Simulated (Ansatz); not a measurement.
The system is MoPdRu2.

```
CELL_PARAMETERS angstrom
2.77343 0.00000 0.00000
-1.38672 2.40186 0.00000
0.00000 0.00000 8.89466
ATOMIC_POSITIONS crystal
Pd 0.00000 0.00000 0.50000
Ru 0.66667 0.33333 0.75785
Ru 0.66667 0.33333 0.24215
Mo 0.00000 0.00000 0.00000
```

The cell comes from a database or a generator and needn't be the stable form of this composition.

Base run:

* Program: Ansatz 0.2.0
* Functional: LDA
* Potentials or basis: all-electron LAPW, scalar-relativistic
* Cutoff: 247 eV (chosen from the basis error)
* Basis error allowed: 0.002 eV/atom
* k mesh: 11 × 11 × 3
* Occupations: fermi-dirac, width 0.05 eV
* Spin: no spin polarisation

Its results: pressure -16.5 GPa; largest force 0.114 eV/Å.

The run is repeated on the same cell with these changes: functional from LDA to PBEsol. What comes out?

Pressure -11.3 GPa; largest force 0.087 eV/Å.

PBEsol binds less tightly than LDA, so the same cell stands under more pressure.
